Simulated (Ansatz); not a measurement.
# MoS2: the cost of one run

Computed with Ansatz 0.2.0 (DFT PBEsol+U (U = 8 eV, J = 0.7 eV on Mo d), plane waves, PAW, unless a step's input says otherwise).

2 further runs of the same task are left out: 2 that didn't finish.

## (1) The starting structure

It takes space group P6_3/mmc (No. 194, hexagonal). The conventional cell has a = 3.161 Å, b = 3.161 Å, c = 12.295 Å, α = 90.00°, β = 90.00°, γ = 120.00°. Mo (site symmetry -6m2) has 6 S at 2.37 Å as nearest neighbours. S (site symmetry 3m) is surrounded by 3 Mo at 2.37 Å.

As a file:

```
CELL_PARAMETERS angstrom
3.16100 0.00000 0.00000
-1.58050 2.73751 0.00000
0.00000 0.00000 12.29500
ATOMIC_POSITIONS crystal
Mo 0.33333 0.66667 0.25000
Mo 0.66667 0.33333 0.75000
S 0.33333 0.66667 0.62750
S 0.66667 0.33333 0.12750
S 0.33333 0.66667 0.87250
S 0.66667 0.33333 0.37250
```

An earlier series on this cell reached its lowest free state from «ferromagnetic start, free, symmetry kept, no search», perhaps among other starts.

## (2) Antiferromagnetic directions held

input.yaml reads:

```yaml
crystal:
  lattice:
    - [3.16100152, 0.0, 0.0]
    - [-1.58050076, 2.73750762, 0.0]
    - [0.0, 0.0, 12.2949997]
  atoms:
    - { symbol: Mo, position: [0.3333333333, 0.6666666667, 0.25], spin: 2.0 }
    - { symbol: Mo, position: [0.6666666667, 0.3333333333, 0.75], spin: -2.0 }
    - { symbol: S, position: [0.3333333333, 0.6666666667, 0.6275] }
    - { symbol: S, position: [0.6666666667, 0.3333333333, 0.1275] }
    - { symbol: S, position: [0.3333333333, 0.6666666667, 0.8725] }
    - { symbol: S, position: [0.6666666667, 0.3333333333, 0.3725] }
basis:
  ecutwfc: 420
  ecutrho_ratio: 4
kpoints:
  mp_grid: { grid: [7, 7, 2] }
hamiltonian:
  xc: pbesol
  hubbard:
    sites:
      - { site: 0, l: d, u: 8.0, j: 0.7, starting_ns: [{ spin: up, occupation_matrix: s0up }, { spin: down, occupation_matrix: s0down }] }
      - { site: 1, l: d, u: 8.0, j: 0.7, starting_ns: [{ spin: up, occupation_matrix: s1up }, { spin: down, occupation_matrix: s1down }] }
    occupation_matrices:
      s0up:
        matrix:
          - [0.97, 0.0, 0.0, 0.0, 0.0]
          - [0.0, 0.02, 0.0, 0.0, 0.0]
          - [0.0, 0.0, 0.97, 0.0, 0.0]
          - [0.0, 0.0, 0.0, 0.02, 0.0]
          - [0.0, 0.0, 0.0, 0.0, 0.02]
      s0down:
        matrix:
          - [0.02, 0.0, 0.0, 0.0, 0.0]
          - [0.0, 0.02, 0.0, 0.0, 0.0]
          - [0.0, 0.0, 0.02, 0.0, 0.0]
          - [0.0, 0.0, 0.0, 0.02, 0.0]
          - [0.0, 0.0, 0.0, 0.0, 0.02]
      s1up:
        matrix:
          - [0.02, 0.0, 0.0, 0.0, 0.0]
          - [0.0, 0.02, 0.0, 0.0, 0.0]
          - [0.0, 0.0, 0.02, 0.0, 0.0]
          - [0.0, 0.0, 0.0, 0.02, 0.0]
          - [0.0, 0.0, 0.0, 0.0, 0.02]
      s1down:
        matrix:
          - [0.97, 0.0, 0.0, 0.0, 0.0]
          - [0.0, 0.02, 0.0, 0.0, 0.0]
          - [0.0, 0.0, 0.97, 0.0, 0.0]
          - [0.0, 0.0, 0.0, 0.02, 0.0]
          - [0.0, 0.0, 0.0, 0.0, 0.02]
    ns_hold: { iters: 8 }
scf:
  occupations: { method: gaussian, width: 0.05 }
  lower_state_search: "off"
  max_iter: 150
output:
  forces: true
  stress: true
  eigenvalues: true
  populations: true
  hubbard: { sites: [{ site: 0, l: d }, { site: 1, l: d }] }
magnetization:
  spin_polarized: true
  spin_locking: { lock_directions: true }
```

The typed matrices put 0.97 on the chosen orbitals and 0.02 on the others, and are held for 8 cycles. The lock stays on to the end, so the result is a constrained state.

The run is started by

```bash
> ansatz run input.yaml --threads 4 --pin off --max-ram 6144MiB --backend cpu --events-out ev --progress --plain --runs-dir out
```

What time and memory should one allow on 4 threads of Arm Neoverse V1, shared host?

About 81 s, with a peak of 0.55 GiB.
